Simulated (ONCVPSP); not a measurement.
**Ti: generating and testing an ONCV potential**

Task: generate the file, and judge it by its errors in other configurations, its logarithmic derivatives, its ghosts and its cutoff.

Method: ONCVPSP 4.0.1.1 (patched build), LDA (Perdew-Wang 92), scalar-relativistic.

## (1) Starting point

Typed settings, in words:

```json
{
 "element": "titanium (Ti, Z = 22)",
 "type": "optimised norm-conserving Vanderbilt (ONCV)",
 "frozen core": "[Ne]",
 "valence charge": "12",
 "reference configuration": "3s2 3p6 3d2 4s2",
 "partial waves": "3s+4s: rc 1.90 bohr, ncon 4, nbas 6, qcut 5 1/bohr, 3 projectors, debl 0.5 Ha; 3p: rc 1.45 bohr, ncon 3, nbas 7, qcut 11.5 1/bohr, 2 projectors, debl 0.8 Ha; 3d: rc 2.55 bohr, ncon 4, nbas 9, qcut 5.1 1/bohr, 3 projectors, debl 1 Ha",
 "local potential": "polynomial inside 1.15 bohr (lpopt 5, dvloc0 0 Ha)",
 "core correction": "not asked for"
}
```

The outer shells as boxes (Hund's rule for the drawing; the calculation is spin-unpolarised):

```
[Ne] core
3s [↑↓]
3p [↑↓][↑↓][↑↓]
3d [↑ ][↑ ][  ][  ][  ]
4s [↑↓]
```

The nodes and maxima of the atom's own shells, from an earlier all-electron run, set the scale for the radii.

All-electron outer shells of the reference configuration (LDA (PZ), scalar-relativistic, ld1.x):

```csv
shell,level (eV),outermost node (bohr),outermost maximum (bohr)
2p,-443.98,–,0.22
3s,-62.26,0.40,0.87
3p,-38.78,0.37,0.90
4s,-4.60,1.25,2.88
3d,-4.46,–,0.97
4p,-1.54,1.39,3.80
```

## (2) The generation run

Ti.dat

```
# ATOM AND REFERENCE CONFIGURATION
# atsym  z   nc   nv     iexc    psfile
  Ti 22.00    3    4  -001012      upf
#
#   n    l    f
    1    0    2.00
    2    0    2.00
    2    1    6.00
    3    0    2.00
    3    1    6.00
    3    2    2.00
    4    0    2.00
#
# PSEUDOPOTENTIAL AND OPTIMIZATION
# lmax
    2
#
#   l,   rc,      ep,       ncon, nbas, qcut
    0    1.90    0.00    4    6    5.00
    1    1.45    0.00    3    7   11.50
    2    2.55    0.00    4    9    5.10
#
# LOCAL POTENTIAL
# lloc, lpopt,  rc(5),   dvloc0
    4    5    1.15    0.00
#
# VANDERBILT-KLEINMAN-BYLANDER PROJECTORs
# l, nproj, debl
    0    3    0.50
    1    2    0.80
    2    3    1.00
#
# MODEL CORE CHARGE
# icmod, fcfact, rcfact
    0    0.00    0.00
#
# LOG DERIVATIVE ANALYSIS
# epsh1, epsh2, depsh
   -4.00    5.00    0.02
#
# OUTPUT GRID
# rlmax, drl
    6.00    0.01
#
# TEST CONFIGURATIONS
# ncnf
    4
# nvcnf
#   n    l    f
    4
    3    0    2.00
    3    1    6.00
    3    2    2.00
    4    0    1.00
#
    4
    3    0    2.00
    3    1    6.00
    3    2    2.00
    4    0    0.00
#
    4
    3    0    2.00
    3    1    6.00
    3    2    1.00
    4    0    0.00
#
    4
    3    0    2.00
    3    1    6.00
    3    2    3.00
    4    0    1.00
#
```

Command:

```sh
$ oncvpsp.x < Ti.dat > Ti.out
```

Before running it: what results should come out? Wanted: cutoffs for 1 and 0.1 mHa per electron, occupied waves; bound ghosts; GHOST(+) flags; largest test error; largest phase difference near zero energy, channels read; projector energies reset by the program.

**Answer**, as computed:

| quantity | value |
| --- | --- |
| cutoffs for 1 and 0.1 mHa per electron, occupied waves | 20 Ha and 39 Ha |
| bound ghosts | d at -511.53 eV |
| GHOST(+) flags | d at 1145 eV (1 near or above the test basis's cutoff) |
| largest test error (AE − PS) | +403 meV, for 3s2 3p6 3d1 4s0 |
| largest phase difference near zero energy, channels read | 0.002 rad |
| projector energies reset by the program | p: -1.426, 0.250 Ha |

It has a bound ghost (d), a state that the atom doesn't have, and that rules the file out. The worst unpolarised test, 3s2 3p6 3d1 4s0, is off by 403 meV on 48.5 eV; by total energies transferability rates as poor. That test lies far up in energy; among those under 40 eV, nearer to bonding, the largest error is 126 meV. By its cutoff, 20 Ha for the looser tolerance, it is of middling hardness. At the looser tolerance the 3p wave is the slowest; 3d needs 12 Ha. Near zero energy the phases of the channels with partial waves agree within 0.002 rad. The program also flags highly localised states, GHOST(+) (d).
